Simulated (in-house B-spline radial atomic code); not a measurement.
# Ce⁴⁹⁺: excited configurations

How much energy does it take to promote electrons of Ce⁴⁹⁺ to other shells? Each configuration is solved by itself and compared with the reference.

Program: in-house B-spline radial atomic code version 1. Level of theory: Dirac-Hartree-Fock, average of configuration, Fermi nucleus, basis-set limit. These are calculated values, not measurements, unless marked.

**1. Starting point**

| Item | Value |
| --- | --- |
| element | cerium (Z = 58) |
| charge | +49 |
| electrons | 9 |
| configuration | [He] 2s2 2p5 |
| Hamiltonian | Dirac-Coulomb |
| nucleus | Fermi, rms radius 4.877 fm |

The outer shells:

[He] 2s2 2p5
```
[He] core
2s [↑↓]
2p [↑↓][↑↓][↑ ]
```

The boxes draw the filling by Hund's rule, which heavy ions in jj coupling don't follow; these runs average over all states of the configuration.

Settings, as recorded:

```ini
Z = 58
electrons = 9.0
configuration = [He] 2s2 2p5
hamiltonian = dirac
method = hf
spin_polarised = False
nucleus = fermi
rms_radius = 4.8771
mass_number = 140
atomic_mass = 139.905448433
speed_of_light = 137.035999084
```

From the earlier run of the reference: total energy -6158.814080 hartree. Levels, eight at most:

```csv
orbital,occupation,energy (eV),<r> (bohr)
1s1/2,2,-44488.5,0.02453
2s1/2,2,-10063.8,0.1020
2p1/2,1.66667,-9765.84,0.08549
2p3/2,3.33333,-9292.19,0.09122
```

**2. [He] 2s1 2p5 6g1**

Settings, as recorded:

```ini
Z = 58
electrons = 9.0
configuration = [He] 2s1 2p5 6g1
hamiltonian = dirac
method = hf
spin_polarised = False
nucleus = fermi
rms_radius = 4.8771
mass_number = 140
atomic_mass = 139.905448433
speed_of_light = 137.035999084
```

**3. Run with [He] 2s2 2p4 6g1**

Changes to the settings of step 2:

```diff
@@ -2,3 +2,3 @@
 electrons = 9.0
-configuration = [He] 2s1 2p5 6g1
+configuration = [He] 2s2 2p4 6g1
 hamiltonian = dirac
```

**4. [He] 2s1 2p5 5d1**

Changes to the settings of step 3:

```diff
@@ -2,3 +2,3 @@
 electrons = 9.0
-configuration = [He] 2s2 2p4 6g1
+configuration = [He] 2s1 2p5 5d1
 hamiltonian = dirac
```

**5. Configuration [He] 2s1 2p5 5p1**

Changes to the settings of step 4:

```diff
@@ -2,3 +2,3 @@
 electrons = 9.0
-configuration = [He] 2s1 2p5 5d1
+configuration = [He] 2s1 2p5 5p1
 hamiltonian = dirac
```

**6. Configuration [He] 2s2 2p4 5f1**

Changes to the settings of step 5:

```diff
@@ -2,3 +2,3 @@
 electrons = 9.0
-configuration = [He] 2s1 2p5 5p1
+configuration = [He] 2s2 2p4 5f1
 hamiltonian = dirac
```

**Question.** How far above the reference does each configuration lie (order and size, in eV)?

**Answer**, as computed:

| net move | configuration | energy above the reference (eV) | with Breit, QED, recoil (eV) | largest <r> (bohr) |
| --- | --- | --- | --- | --- |
| 2p → 5f | [He] 2s2 2p4 5f1 | 8080.03 | 8067.23 | 0.626 |
| 2p → 6g | [He] 2s2 2p4 6g1 | 8500.35 | 8487.52 | 0.878 |
| 2s → 5p | [He] 2s1 2p5 5p1 | 8645.10 | 8628.04 | 0.704 |
| 2s → 5d | [He] 2s1 2p5 5d1 | 8679.03 | 8661.57 | 0.679 |
| 2s → 6g | [He] 2s1 2p5 6g1 | 9114.87 | 9097.20 | 0.878 |

Quantum defects of the promoted electron, δ = n − ζ/√(−2ε) with ζ = 50 and ε its orbital energy in hartree:

| promotion | δ |
| --- | --- |
| 2p → 5f | 0.012 |
| 2p → 6g | 0.007 |
| 2s → 5p | 0.100 |
| 2s → 5d | 0.040 |
| 2s → 6g | 0.007 |

**Reading.** The energies run from 8080.03 eV (2p → 5f) to 9114.87 eV (2s → 6g). Of those tabulated, the defect is largest for 5p (0.10) and least for 6g (0.01); at this charge much of the defect is relativistic. Two partly filled shells share a symmetry and can mix in the average, which may lower the energy, for: 2s → 5p. These are averages over configurations, without correlation, not spectroscopic levels.
